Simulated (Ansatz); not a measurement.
**C3H3F3O: one species, many methods**

Aim: compute C3H3F3O with functionals from several rungs and with coupled cluster. The yardstick is the atomisation energy at the CCSD(T) limit.

Program: Ansatz 0.2.0, Gaussian basis. Level of theory: functionals in def2-TZVPP, the program's frozen cores in correlated methods. These are calculated values, not measurements.

Levels to be run: PBE-D4, r2SCAN-D4, PBE0-D4, B3LYP-D4, ωB97X-V, ωB97M-V, B2PLYP; CCSD(T)/def2-TZVPP; MP2/def2-QZVPP; extrapolation to the limit.

## Step 1: The geometry

The geometry comes from an earlier relaxation with PBE0-D4 in a triple-zeta def2 set; it is a stationary point, not always the lowest conformer.

SMILES `FC(F)[C@H]1O[C@@H]1F`, 10 atoms, charge 0, spin multiplicity 1.

Atoms are counted from 1 here; the program's logs count them from 0.

Bond lengths: F1–C2 1.355 Å, C2–F3 1.352 Å, C2–C4 1.502 Å, C2–H8 1.095 Å, C4–O5 1.430 Å, C4–C6 1.452 Å, C4–H9 1.087 Å, O5–C6 1.381 Å, C6–F7 1.346 Å, C6–H10 1.085 Å. Angles: F1–C2–F3 108.1°, F1–C2–C4 108.5°, F1–C2–H8 108.5°, F3–C2–C4 110.9°, F3–C2–H8 108.0°, C4–C2–H8 112.7°, C2–C4–O5 115.8°, C2–C4–C6 122.5°, C2–C4–H9 114.7°, O5–C4–C6 57.2°, O5–C4–H9 115.1°, C6–C4–H9 118.3°, C4–O5–C6 62.2°, C4–C6–O5 60.5°, C4–C6–F7 118.6°, C4–C6–H10 123.9°, O5–C6–F7 115.3°, O5–C6–H10 117.3° and more.

## Step 2: PBE-D4 (GGA)

Input file in.yaml:

```yaml
crystal:
  periodic: [false, false, false]
  atoms:
    - {symbol: F, position_ang: [-1.054070, -1.767341, 0.772656]}
    - {symbol: C, position_ang: [-0.557717, -1.102588, -0.298312]}
    - {symbol: F, position_ang: [-1.581199, -0.459908, -0.904799]}
    - {symbol: C, position_ang: [0.477503, -0.126230, 0.183127]}
    - {symbol: O, position_ang: [1.000923, 0.763252, -0.805979]}
    - {symbol: C, position_ang: [0.244871, 1.307036, 0.213377]}
    - {symbol: F, position_ang: [0.927421, 2.050916, 1.102857]}
    - {symbol: H, position_ang: [-0.151401, -1.834340, -1.004788]}
    - {symbol: H, position_ang: [1.214852, -0.543764, 0.864626]}
    - {symbol: H, position_ang: [-0.695982, 1.773568, -0.059365]}
basis:
  gaussian: {orbitals: def2-TZVPP}
hamiltonian: {xc: pbe, dispersion: d4}
output: {forces: true, orbitals: {seedname: orbitals}}
```

Command:

```bash
$ ansatz run in.yaml --threads 4 --pin off --events-out ev --progress --plain --max-ram 10444MiB
```

Standard output, shortened:

```text
Functional definition: PBE
  name "PBE"
  cite "Perdew, Burke & Ernzerhof, Phys. Rev. Lett. 77, 3865 (1996) doi:10.1103/PhysRevLett.77.3865"
  parent pbe
[...]
1336 factors; their error is unknown
[...]
mean field -13348.31019301 eV, -490.5413517836 hartree, gradient 1.4e-5 eV, S^2 0.000000; 0 other end points of the search recorded, 0 dependent functions left out
[...]
reference -13348.31022456 eV, -490.5413529428 hartree; 28, 28 occupied and 231, 231 virtual orbitals, 1336 factors
Total energy: -13348.48648714 eV, -490.5478304732 hartree
Atom 0 at    -1.054070    -1.767341     0.772656 Å, force    -0.275172    -0.447486     0.671665 eV/Å
Atom 1 at    -0.557717    -1.102588    -0.298312 Å, force     0.500807    -0.014444    -0.135039 eV/Å
Atom 2 at    -1.581199    -0.459908    -0.904799 Å, force    -0.615315     0.389807    -0.425897 eV/Å
Atom 3 at     0.477503    -0.126230     0.183127 Å, force    -0.086609    -0.463984     0.271032 eV/Å
Atom 4 at     1.000923     0.763252    -0.805979 Å, force     0.555036     0.115914    -0.900567 eV/Å
Atom 5 at     0.244871     1.307036     0.213377 Å, force    -0.493496     0.110448     0.032521 eV/Å
Atom 6 at     0.927421     2.050916     1.102857 Å, force     0.376674     0.496188     0.566172 eV/Å
Atom 7 at    -0.151401    -1.834340    -1.004788 Å, force     0.110982    -0.198400    -0.196442 eV/Å
Atom 8 at     1.214852    -0.543764     0.864626 Å, force     0.163585    -0.104425     0.175398 eV/Å
Atom 9 at    -0.695982     1.773568    -0.059365 Å, force    -0.236492     0.116383    -0.058844 eV/Å
Dipole moment:     0.028641    -0.177891    -0.016095 e Å
```

Wall time 1.7 s (4 threads of Intel Xeon 6975P-C, shared host); peak memory 0.34 GiB.

Atomisation energy: 1031.6 kcal/mol (free atoms -13303.750 eV, run apart). HOMO -7.35 eV, LUMO 0.08 eV.

## Step 3: r2SCAN-D4 (meta-GGA)

Changes to in.yaml since step 2:

```diff
@@ -15,3 +15,3 @@
   gaussian: {orbitals: def2-TZVPP}
-hamiltonian: {xc: pbe, dispersion: d4}
+hamiltonian: {xc: r2scan, dispersion: d4}
 output: {forces: true, orbitals: {seedname: orbitals}}
```

Launched as before.

Standard output, shortened:

```text
Functional definition: r2SCAN
  name "r2SCAN"
  cite "Furness, Kaplan, Ning, Perdew & Sun, J. Phys. Chem. Lett. 11, 8208 (2020) doi:10.1021/acs.jpclett.0c02405"
  cite "Furness, Kaplan, Ning, Perdew & Sun, J. Phys. Chem. Lett. 11, 9248 (2020) doi:10.1021/acs.jpclett.0c03077"
  parent r2scan
[...]
1336 factors; their error is unknown
[...]
mean field -13355.87085139 eV, -490.8192008541 hartree, gradient 3.6e-5 eV, S^2 0.000000; 0 other end points of the search recorded, 0 dependent functions left out
[...]
reference -13355.87086003 eV, -490.8192011717 hartree; 28, 28 occupied and 231, 231 virtual orbitals, 1336 factors
Total energy: -13355.91555408 eV, -490.8208436478 hartree
Atom 0 at    -1.054070    -1.767341     0.772656 Å, force    -0.138373    -0.176101     0.308932 eV/Å
Atom 1 at    -0.557717    -1.102588    -0.298312 Å, force     0.389456    -0.069263    -0.178644 eV/Å
Atom 2 at    -1.581199    -0.459908    -0.904799 Å, force    -0.274642     0.203402    -0.167681 eV/Å
Atom 3 at     0.477503    -0.126230     0.183127 Å, force    -0.067281    -0.280863     0.322978 eV/Å
Atom 4 at     1.000923     0.763252    -0.805979 Å, force     0.303537     0.101949    -0.513886 eV/Å
Atom 5 at     0.244871     1.307036     0.213377 Å, force    -0.425398     0.028484     0.002615 eV/Å
Atom 6 at     0.927421     2.050916     1.102857 Å, force     0.203366     0.208606     0.240591 eV/Å
Atom 7 at    -0.151401    -1.834340    -1.004788 Å, force    -0.008359    -0.024943    -0.022893 eV/Å
Atom 8 at     1.214852    -0.543764     0.864626 Å, force     0.009457    -0.000630     0.009087 eV/Å
Atom 9 at    -0.695982     1.773568    -0.059365 Å, force     0.008238     0.009360    -0.001100 eV/Å
Dipole moment:     0.030540    -0.184182    -0.016480 e Å
```

Wall time 2.9 s (4 threads of Intel Xeon 6975P-C, shared host); peak memory 0.37 GiB.

With the free atoms at this level, -13312.900 eV in sum, the atomisation energy is 992.0 kcal/mol. HOMO -7.71 eV, LUMO 0.47 eV.

## Step 4: PBE0-D4 (hybrid)

Changes to in.yaml since step 3:

```diff
@@ -15,3 +15,3 @@
   gaussian: {orbitals: def2-TZVPP}
-hamiltonian: {xc: r2scan, dispersion: d4}
-output: {forces: true, orbitals: {seedname: orbitals}}
+hamiltonian: {xc: pbe0, dispersion: d4}
+output: {orbitals: {seedname: orbitals}}
```

Same command.

Standard output:

```text
Functional definition: PBE0
  name "PBE0"
  cite "Adamo & Barone, J. Chem. Phys. 110, 6158 (1999) doi:10.1063/1.478522"
  cite "Perdew, Burke & Ernzerhof, Phys. Rev. Lett. 77, 3865 (1996) doi:10.1103/PhysRevLett.77.3865"
  parent pbe
  parameter a = 0.25
  parameter kappa = 0.804
  parameter beta = 0.06672455060314922
  exchange = (1 - a)*pbe_x(kappa = kappa, mu = beta*pi^2/3) + a*exact_x
  correlation = pbe_c(beta = beta)
1336 factors; their error is unknown
mean field evaluation 1: about -13345.0919 eV, gradient 4.5e1 eV
mean field evaluation 2: about -13344.2092 eV, gradient 5.2e1 eV
mean field evaluation 4: about -13348.3820 eV, gradient 2.9e0 eV
mean field evaluation 8: about -13348.3909 eV, gradient 5.6e-2 eV
mean field evaluation 16: about -13348.4140 eV, gradient 1.2e-4 eV
mean field -13348.41399785 eV, -490.5451665412 hartree, gradient 4.2e-5 eV, S^2 0.000000; 0 other end points of the search recorded, 0 dependent functions left out
reference -13348.41402072 eV, -490.5451673813 hartree; 28, 28 occupied and 231, 231 virtual orbitals, 1336 factors
Total energy: -13348.56057180 eV, -490.5505530344 hartree
```

It took 2.2 s on 4 threads of Intel Xeon 6975P-C, shared host; peak memory 0.65 GiB.

With the free atoms at this level, -13305.452 eV in sum, the atomisation energy is 994.1 kcal/mol. HOMO -9.05 eV, LUMO 1.20 eV.

## Step 5: B3LYP-D4 (hybrid)

B3LYP here takes the VWN-RPA correlation.

Changes to in.yaml since step 4:

```diff
@@ -15,3 +15,3 @@
   gaussian: {orbitals: def2-TZVPP}
-hamiltonian: {xc: pbe0, dispersion: d4}
-output: {orbitals: {seedname: orbitals}}
+hamiltonian: {xc: {name: B3LYP}, dispersion: d4}
+output: {forces: true, orbitals: {seedname: orbitals}}
```

Same command.

Standard output, shortened:

```text
Functional definition: B3LYP
  name "B3LYP"
  cite "Stephens, Devlin, Chabalowski & Frisch, J. Phys. Chem. 98, 11623 (1994) doi:10.1021/j100096a001"
  cite "Becke, Phys. Rev. A 38, 3098 (1988) doi:10.1103/PhysRevA.38.3098"
  cite "Lee, Yang & Parr, Phys. Rev. B 37, 785 (1988) doi:10.1103/PhysRevB.37.785"
  cite "Vosko, Wilk & Nusair, Can. J. Phys. 58, 1200 (1980) doi:10.1139/p80-159"
[...]
1336 factors; their error is unknown
[...]
mean field -13361.88949454 eV, -491.0403819104 hartree, gradient 1.1e-5 eV, S^2 0.000000; 0 other end points of the search recorded, 0 dependent functions left out
[...]
reference -13361.88971520 eV, -491.0403900193 hartree; 28, 28 occupied and 231, 231 virtual orbitals, 1336 factors
Total energy: -13362.17033038 eV, -491.0507024371 hartree
Atom 0 at    -1.054070    -1.767341     0.772656 Å, force    -0.160324    -0.227058     0.339357 eV/Å
Atom 1 at    -0.557717    -1.102588    -0.298312 Å, force     0.399188    -0.145903    -0.216777 eV/Å
Atom 2 at    -1.581199    -0.459908    -0.904799 Å, force    -0.328131     0.188530    -0.205716 eV/Å
Atom 3 at     0.477503    -0.126230     0.183127 Å, force     0.050607    -0.268728     0.298560 eV/Å
Atom 4 at     1.000923     0.763252    -0.805979 Å, force     0.293638     0.090105    -0.467601 eV/Å
Atom 5 at     0.244871     1.307036     0.213377 Å, force    -0.438639     0.067465    -0.067345 eV/Å
Atom 6 at     0.927421     2.050916     1.102857 Å, force     0.196747     0.255876     0.290217 eV/Å
Atom 7 at    -0.151401    -1.834340    -1.004788 Å, force    -0.033392     0.046377     0.045756 eV/Å
Atom 8 at     1.214852    -0.543764     0.864626 Å, force    -0.054840     0.015950    -0.046360 eV/Å
Atom 9 at    -0.695982     1.773568    -0.059365 Å, force     0.075146    -0.022615     0.029910 eV/Å
Dipole moment:     0.028184    -0.198172    -0.015603 e Å
```

It took 3.3 s on 4 threads of Intel Xeon 6975P-C, shared host; peak memory 0.73 GiB.

Atomisation energy: 978.3 kcal/mol (free atoms -13319.745 eV, run apart). HOMO -8.82 eV, LUMO 0.85 eV.

## Step 6: ωB97X-V (range-separated)

Changes to in.yaml since step 5:

```diff
@@ -15,3 +15,3 @@
   gaussian: {orbitals: def2-TZVPP}
-hamiltonian: {xc: {name: B3LYP}, dispersion: d4}
-output: {forces: true, orbitals: {seedname: orbitals}}
+hamiltonian: {xc: {name: wB97X-V}}
+output: {orbitals: {seedname: orbitals}}
```

Same command.

Standard output, shortened:

```text
Functional definition: wB97X-V
  name "wB97X-V"
  cite "Mardirossian & Head-Gordon, Phys. Chem. Chem. Phys. 16, 9904 (2014) doi:10.1039/C3CP54374A"
  cite "Becke, J. Chem. Phys. 107, 8554 (1997) doi:10.1063/1.475007"
  cite "Vydrov & Van Voorhis, J. Chem. Phys. 133, 244103 (2010) doi:10.1063/1.3521275"
[...]
      + integral(e_c_pw_opposite_spin*poly(b97_u_opposite, cos0, cos1)) + vv10(b, c)
1336 factors; their error is unknown
288 factors; integrals over basis functions are off by at most 6.4e-6 eV
[...]
mean field -13357.76042703 eV, -490.8886414782 hartree, gradient 2.3e-5 eV, S^2 0.000000; 0 other end points of the search recorded, 0 dependent functions left out
reference -13357.76042552 eV, -490.8886414228 hartree; 28, 28 occupied and 231, 231 virtual orbitals, 1336 factors
Total energy: -13357.76042552 eV, -490.8886414228 hartree
```

It took 4.2 s on 4 threads of Intel Xeon 6975P-C, shared host; peak memory 0.79 GiB.

With the free atoms at this level, -13314.861 eV in sum, the atomisation energy is 989.3 kcal/mol. HOMO -11.53 eV, LUMO 3.40 eV.

## Step 7: ωB97M-V (range-separated)

Changes to in.yaml since step 6:

```diff
@@ -15,3 +15,3 @@
   gaussian: {orbitals: def2-TZVPP}
-hamiltonian: {xc: {name: wB97X-V}}
-output: {orbitals: {seedname: orbitals}}
+hamiltonian: {xc: {name: wB97M-V}}
+output: {forces: true, orbitals: {seedname: orbitals}}
```

Launched as before.

Standard output, shortened:

```text
Functional definition: wB97M-V
  name "wB97M-V"
  cite "Mardirossian & Head-Gordon, J. Chem. Phys. 144, 214110 (2016) doi:10.1063/1.4952647"
  cite "Becke, J. Chem. Phys. 107, 8554 (1997) doi:10.1063/1.475007"
  cite "Vydrov & Van Voorhis, J. Chem. Phys. 133, 244103 (2010) doi:10.1063/1.3521275"
  # Of w^i u^j: cxij and so on, Table III.
[...]
  gx(w, u) = 1 - cx + cx01*u + cx10*w
  gss(w, u) = css00 + css04*u^4 + css10*w + css20*w^2 + css43*w^4*u^3
  gos(w, u) = cos00 + cos10*w + (cos20 + cos21*u)*w^2 + (cos60 + cos61*u)*w^6
[...]
      + integral(e_c_pw_mod_opposite_spin*gos(b97_w_opposite, b97_u_opposite)) + vv10(b, c)
1336 factors; their error is unknown
288 factors; integrals over basis functions are off by at most 6.4e-6 eV
[...]
Atom 0 at    -1.054070    -1.767341     0.772656 Å, force    -0.092261    -0.100335     0.191597 eV/Å
Atom 1 at    -0.557717    -1.102588    -0.298312 Å, force     0.287299    -0.152505    -0.211650 eV/Å
Atom 2 at    -1.581199    -0.459908    -0.904799 Å, force    -0.178928     0.142675    -0.091550 eV/Å
Atom 3 at     0.477503    -0.126230     0.183127 Å, force     0.097557    -0.178902     0.243366 eV/Å
Atom 4 at     1.000923     0.763252    -0.805979 Å, force     0.146414     0.031715    -0.241604 eV/Å
Atom 5 at     0.244871     1.307036     0.213377 Å, force    -0.393877     0.059629    -0.089813 eV/Å
Atom 6 at     0.927421     2.050916     1.102857 Å, force     0.151512     0.125537     0.167994 eV/Å
Atom 7 at    -0.151401    -1.834340    -1.004788 Å, force    -0.044301     0.080841     0.072718 eV/Å
Atom 8 at     1.214852    -0.543764     0.864626 Å, force    -0.068552     0.039179    -0.062377 eV/Å
Atom 9 at    -0.695982     1.773568    -0.059365 Å, force     0.095138    -0.047835     0.021318 eV/Å
Dipole moment:     0.025279    -0.197406    -0.013075 e Å
```

It took 7 s on 4 threads of Intel Xeon 6975P-C, shared host; peak memory 0.93 GiB.

Atomisation energy: 988.7 kcal/mol (free atoms -13315.470 eV, run apart). HOMO -11.45 eV, LUMO 3.04 eV.

## Step 8: B2PLYP (double hybrid)

Changes to in.yaml since step 7:

```diff
@@ -15,3 +15,2 @@
   gaussian: {orbitals: def2-TZVPP}
-hamiltonian: {xc: {name: wB97M-V}}
-output: {forces: true, orbitals: {seedname: orbitals}}
+hamiltonian: {xc: {name: B2PLYP}}
```

The command is unchanged.

Standard output, shortened:

```text
Functional definition: B2PLYP
  name "B2PLYP"
  cite "Grimme, J. Chem. Phys. 124, 034108 (2006) doi:10.1063/1.2148954"
  cite "Becke, Phys. Rev. A 38, 3098 (1988) doi:10.1103/PhysRevA.38.3098"
  cite "Lee, Yang & Parr, Phys. Rev. B 37, 785 (1988) doi:10.1103/PhysRevB.37.785"
[...]
1659 factors; integrals over basis functions are off by at most 8.0e-4 eV
[...]
mean field -13340.77486658 eV, -490.2644336448 hartree, gradient 5.1e-6 eV, S^2 0.000000; 0 other end points of the search recorded, 0 dependent functions left out
7 core orbitals not correlated: weight in the atoms' cores, before any rotation towards them, 1.000 or more for the frozen orbitals, at most 0.000 for the correlated occupied ones
reference -13340.77500476 eV, -490.2644387230 hartree; 21, 21 occupied and 231, 231 virtual orbitals, 1659 factors
second order -47.33172146 eV of doubles, -0.00000000 eV of singles
Total energy: -13353.55456956 eV, -490.7340790669 hartree
```

It took 3.8 s on 4 threads of Intel Xeon 6975P-C, shared host; peak memory 0.76 GiB.

Atomisation energy: 972.3 kcal/mol (free atoms -13311.390 eV, run apart).

## Step 9: Orbital energies across the functionals

Dipoles come from the runs that computed forces. Levels, from each run's orbital file:

```
functional  HOMO (eV)  LUMO (eV)  gap (eV)  dipole (D)
    PBE-D4      -7.35       0.08      7.42        0.87
 r2SCAN-D4      -7.71       0.47      8.18        0.90
   PBE0-D4      -9.05       1.20     10.25            
  B3LYP-D4      -8.82       0.85      9.67        0.96
   ωB97X-V     -11.53       3.40     14.93            
   ωB97M-V     -11.45       3.04     14.49        0.96
```

## Step 10: CCSD(T) in def2-TZVPP

Changes to in.yaml since step 8:

```diff
@@ -15,2 +15,2 @@
   gaussian: {orbitals: def2-TZVPP}
-hamiltonian: {xc: {name: B2PLYP}}
+correlation: {method: ccsd_t}
```

The command is unchanged.

Standard output, shortened:

```text
Functional definition: HF
  name "HF"
  cite "Fock, Z. Phys. 61, 126 (1930) doi:10.1007/BF01340294"
  parent pbe
[...]
1659 factors; integrals over basis functions are off by at most 8.0e-4 eV
[...]
mean field -13297.94133254 eV, -488.6903303025 hartree, gradient 6.1e-6 eV, S^2 0.000000; 0 other end points of the search recorded, 0 dependent functions left out
7 core orbitals not correlated: weight in the atoms' cores, before any rotation towards them, 1.000 or more for the frozen orbitals, at most 0.000 for the correlated occupied ones
reference -13297.94133254 eV, -488.6903303025 hartree; 21, 21 occupied and 231, 231 virtual orbitals, 1659 factors
second order -39.61686866 eV of doubles, -0.00000000 eV of singles
cycle   1  -39.04065506 eV  change    5.8e-1 eV  update   1.3e-1
[...]
cycle   9  -40.06356873 eV  change   -1.8e-5 eV  update   2.3e-5
perturbative correction -1.44901172 eV, -0.0532501985 hartree
Total energy: -13339.45391299 eV, -490.2158894957 hartree
```

Wall time 76 s (4 threads of Intel Xeon 6975P-C, shared host); peak memory 7.7 GiB.

## Step 11: MP2 in def2-QZVPP

Changes to in.yaml since step 10:

```diff
@@ -14,3 +14,3 @@
 basis:
-  gaussian: {orbitals: def2-TZVPP}
-correlation: {method: ccsd_t}
+  gaussian: {orbitals: "def2-QZVPP.json"}
+correlation: {method: mp2}
```

The command is unchanged.

Standard output:

```text
Functional definition: HF
  name "HF"
  cite "Fock, Z. Phys. 61, 126 (1930) doi:10.1007/BF01340294"
  parent pbe
  exchange = exact_x
  correlation = 0
3050 factors; integrals over basis functions are off by at most 8.0e-4 eV
mean field evaluation 1: about -13294.5097 eV, gradient 4.4e1 eV
mean field evaluation 2: about -13294.6946 eV, gradient 4.4e1 eV
mean field evaluation 4: about -13298.4490 eV, gradient 4.9e0 eV
mean field evaluation 8: about -13298.5179 eV, gradient 4.1e-1 eV
mean field -13298.51847614 eV, -488.7115399385 hartree, gradient 1.0e-6 eV, S^2 0.000000; 0 other end points of the search recorded, 0 dependent functions left out
7 core orbitals not correlated: weight in the atoms' cores, before any rotation towards them, 1.000 or more for the frozen orbitals, at most 0.000 for the correlated occupied ones
reference -13298.51847614 eV, -488.7115399385 hartree; 21, 21 occupied and 461, 461 virtual orbitals, 3050 factors
second order -42.95871663 eV of doubles, -0.00000000 eV of singles
Total energy: -13341.47719277 eV, -490.2902436563 hartree
```

Wall time 17 s (4 threads of Intel Xeon 6975P-C, shared host); peak memory 3.3 GiB.

The pieces so far (eV):

```csv
basis,HF,MP2 correlation,CCSD correlation,(T),total
def2-TZVPP,-13297.9413,-39.6169,-40.0636,-1.4490,-13339.4539
def2-QZVPP,-13298.5185,-42.9587,,,-13341.4772 (MP2)
```

The report of the def2-TZVPP run gives T1 = 0.0123.

## Step 12: Extrapolating to the complete basis

This step is arithmetic on the last runs, with X = 3 and 4: exp(−7.88√X) for Hartree-Fock, X^−2.97 for correlation; only MP2 was run in the larger set, so CCSD(T) minus MP2 is added from the smaller one.

| level | energy at the limit (eV) |
| --- | --- |
| HF | -13298.5980 |
| MP2 | -13344.0321 |
| CCSD | -13344.4788 |
| CCSD(T) | -13345.9278 |

## Step 13: The ladder

Free atoms (3 F, 3 C, 1 O, 3 H) were run apart at each level; the atomisation energy is their sum less the molecule, without zero-point or spin-orbit terms.

Differences are taken before rounding.

```csv
method,rung,atomisation energy (kcal/mol),from CCSD(T)/CBS (kcal/mol),time
PBE-D4,GGA,1031.6,+49.3,1.7 s
r2SCAN-D4,meta-GGA,992.0,+9.6,2.9 s
PBE0-D4,hybrid,994.1,+11.7,2.2 s
B3LYP-D4,hybrid,978.3,-4.0,3.3 s
ωB97X-V,range-separated,989.3,+6.9,4.2 s
ωB97M-V,range-separated,988.7,+6.3,7 s
B2PLYP,double hybrid,972.3,-10.0,3.8 s
HF/def2-TZVPP,wavefunction,666.7,-315.7,
MP2/def2-TZVPP,wavefunction,994.6,+12.2,
CCSD/def2-TZVPP,wavefunction,933.4,-49.0,
CCSD(T)/def2-TZVPP,wavefunction,954.7,-27.7,76 s
MP2/CBS,wavefunction,1022.2,+39.9,
CCSD(T)/CBS,wavefunction,982.4,0,92 s
```

Among the levels timed on like hardware and quicker than the yardstick, those that no quicker one beats, quickest first: PBE-D4 (1.7 s, +49.3 kcal/mol); PBE0-D4 (2.2 s, +11.7 kcal/mol); r2SCAN-D4 (2.9 s, +9.6 kcal/mol); B3LYP-D4 (3.3 s, -4.0 kcal/mol).

B2PLYP carry no dispersion term (for B3LYP, D4 adds 6.5 kcal/mol).

Times are those of the molecule's run; HF, MP2 and CCSD come out of the CCSD(T) runs, and the limit's time is the sum of the runs that it needs.

## Step 14: What came out

| quantity | value |
| --- | --- |
| atomisation energy, CCSD(T)/CBS | 982.4 kcal/mol |
| functionals within 4.9 kcal/mol (0.5 %) | B3LYP-D4 |
| farthest | PBE-D4 (+49.3 kcal/mol) |
| mean size of error, hybrid | 7.9 kcal/mol |
| mean size of error, range-separated | 6.6 kcal/mol |
| gap, smallest and largest | 7.42 eV (PBE-D4), 14.93 eV (ωB97X-V) |
| T1 diagnostic | 0.0123 |
| triples share of the correlation energy | 3.5 % |

**Reading.** PBE-D4 is off by +49.3 kcal/mol. Double hybrids carry the basis error of their MP2 part in triple zeta, and no dispersion term here, so their miss is partly the set-up's. Misses under about 4.9 kcal/mol are within the doubt on the reference itself, which lacks core-valence correlation, relativity and higher excitations. Hartree-Fock recovers 68 % of the binding; the rest is correlation. Orbital gaps span 7.4 to 14.9 eV; exact exchange widens them.

B3LYP-D4 reaches 4.0 kcal/mol from the reference in 3.3 s, where CCSD(T)/CBS took 92 s; the quickest level in the cost chart, PBE-D4, takes 1.7 s and misses by 49.3 kcal/mol.
